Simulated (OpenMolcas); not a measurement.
**Ag⁵⁺ among point charges: CASSCF and CASPT2 levels and susceptibility**

How does a field of 5 point charges split the states of Ag⁵⁺, and what χT follows?

Method: state-averaged CASSCF and CASPT2, spin-orbit coupling by RASSI with atomic mean-field integrals. Code: OpenMolcas 26.06.

**1. Starting point**

- Species: Ag⁵⁺ (silver, Z = 47, 42 electrons)
- Basis: ANO-RCC-VTZP [7s6p4d2f1g], 68 functions
- Scalar Hamiltonian: DKH2, point nucleus
- Inactive shells: 1s 2s 2p 3s 3p 3d 4s 4p
- Active space: 6 electrons in 5 orbitals (4d)
- Some configurations of this space: 4d⁶
- Orbitals: optimised for each spin and parity, averaged over all roots

The outer shells:

4d6
```
4d [↑↓][↑ ][↑ ][↑ ][↑ ]
```

The ion sits among 5 point charges of -1.5 e arranged as a trigonal bipyramid (D3h), 2.11 Å from the ion, with the axial distance 2.194 Å.

The work runs as a chain of OpenMolcas steps in one folder; each step below is one input file. Labels, J, g values, rates, χT and fits are worked out afterwards by a script from the matrices that RASSI stores.

**2. Basis and integrals**

a.inp reads:

```
&GATEWAY
Coord
1

Ag 0.0 0.0 0.0
Basis=ANO-RCC-VTZP
Group=NoSym
NoMove
AngMom=0.0 0.0 0.0
AMFI
XField
5 Angstrom 0
2.110000 0.000000 0.000000 -1.500000
-1.055000 1.827314 0.000000 -1.500000
-1.055000 -1.827314 0.000000 -1.500000
0.000000 0.000000 2.194400 -1.500000
0.000000 0.000000 -2.194400 -1.500000
&SEWARD
```

Started as:

```sh
> OMP_NUM_THREADS=1 MOLCAS_MEM=1689 MOLCAS_PROJECT=a pymolcas a.inp > a.log
```

**3. CASSCF: quintets, 5 roots**

a.inp reads:

```
&RASSCF
FileOrb=start.orb
Symmetry=1
Spin=5
nActEl=6 0 0
Inactive=18
Ras2=5
CIRoot=5 5 1
SDav=5
CIMx=300
Iter=120 100
PrWF=0.3
OrbListing=Nothing
MaxOrb=0
>>> COPY $Project.JobIph JOB001
```

start.orb holds the contracted functions of the basis, ordered by shell, or the orbitals of the step before.

**4. Reference wave functions, triplets, 45 roots**

a.inp reads:

```
&RASSCF
FileOrb=start.orb
Symmetry=1
Spin=3
nActEl=6 0 0
Inactive=18
Ras2=5
CIRoot=45 45 1
SDav=45
CIMx=300
Iter=120 100
PrWF=0.3
OrbListing=Nothing
MaxOrb=0
>>> COPY $Project.JobIph JOB002
```

**5. Reference wave functions, singlets, 50 roots**

a.inp reads:

```
&RASSCF
FileOrb=start.orb
Symmetry=1
Spin=1
nActEl=6 0 0
Inactive=18
Ras2=5
CIRoot=50 50 1
SDav=50
CIMx=300
Iter=120 100
PrWF=0.3
OrbListing=Nothing
MaxOrb=0
>>> COPY $Project.JobIph JOB003
```

**6. RASSI: spin-orbit coupling between the states**

a.inp reads:

```
&RASSI
NrOfJobIphs=3 5 45 50
1 2 3 4 5
1 2 3 4 5 6 7 8 9 10 11 12 13 14 15 16 17 18 19 20 21 22 23 24 25 26 27
28 29 30 31 32 33 34 35 36 37 38 39 40 41 42 43 44 45
1 2 3 4 5 6 7 8 9 10 11 12 13 14 15 16 17 18 19 20 21 22 23 24 25 26 27
28 29 30 31 32 33 34 35 36 37 38 39 40 41 42 43 44 45 46 47 48 49 50
IphNames
JOB001
JOB002
JOB003
EJob
SpinOrbit
DIPRint=1.0
SOCoupling=1000.0
Subsets=2
Property=9
'ANGMOM' 1 'ANGMOM' 2 'ANGMOM' 3 'MLTPL  1' 1 'MLTPL  1' 2 'MLTPL  1' 3
'AMFI' 1 'AMFI' 2 'AMFI' 3
SOProperty=3
'ANGMOM' 1 'ANGMOM' 2 'ANGMOM' 3
```

**7. CASPT2: IPEA 0.25, imaginary shift 0.1 (closed shells correlated: 4s 4p)**

a.inp reads:

```
>>> COPY JOB001 $Project.JobIph
&CASPT2
Multistate=5 1 2 3 4 5
NoMult
Frozen=14
IPEA=0.25
Imaginary=0.1
MaxIter=60
WThr=0.0 0.3 0.05
PrWF=0.5
NoMix
>>> COPY JOB002 $Project.JobIph
&CASPT2
Multistate=45 1 2 3 4 5 6 7 8 9 10 11 12 13 14 15 16 17 18 19 20 21 22
23 24 25 26 27 28 29 30 31 32 33 34 35 36 37 38 39 40 41 42 43 44 45
NoMult
Frozen=14
IPEA=0.25
Imaginary=0.1
MaxIter=60
WThr=0.0 0.3 0.05
PrWF=0.5
NoMix
>>> COPY JOB003 $Project.JobIph
&CASPT2
Multistate=50 1 2 3 4 5 6 7 8 9 10 11 12 13 14 15 16 17 18 19 20 21 22
23 24 25 26 27 28 29 30 31 32 33 34 35 36 37 38 39 40 41 42 43 44 45 46
47 48 49 50
NoMult
Frozen=14
IPEA=0.25
Imaginary=0.1
MaxIter=60
WThr=0.0 0.3 0.05
PrWF=0.5
NoMix
```

(Steps that only read results are left out.)

**Question.** What will these runs give? Wanted: spin-free ground state; first state of the same spin within the active space; lowest level; next level.

The runs gave:

```
                                            quantity                                                                        value
                                              method  SS-CASPT2, IPEA 0.25, imaginary shift 0.1 (closed shells correlated: 4s 4p)
                              spin-free ground state                                               5E, 2-fold in its orbital part
first state of the same spin within the active space                                                              5E at 26.6 cm⁻¹
                                        lowest level                                              2-fold E, g = 0.00, 0.00, 11.95
                                          next level                                                                    31.6 cm⁻¹
                                         χT at 300 K                                                               5.42 cm³ K/mol
                           effective moment at 300 K                                                                      6.58 μB
```

Cost by method:

```
                                              method  time of its own steps  time with the reference
                                           A. CASSCF                   25 s                     25 s
B. SS-CASPT2, IPEA 0.25, imaginary shift 0.1, +4s 4p                   24 s                     49 s
```

Times are of one thread on a shared host.

In words: The spin-free ground state (5E) comes to 100 % from free-ion D terms and keeps the highest spin of the shell. χT at 300 K is 5.42, against 3.01 cm³ K/mol for the spin alone, so orbital moment adds to it. An active space of the d shell alone favours high spin; real ions in strong fields can be low spin. CASPT2 does not keep the components of a term degenerate, and the means are used. The field of point charges can differ much from that of real complexes. With metal d orbitals alone active, the gaps between spin states are rough; where two lie within a few thousand cm-1, their order is open. This is an electrostatic model: the charges have no orbitals.
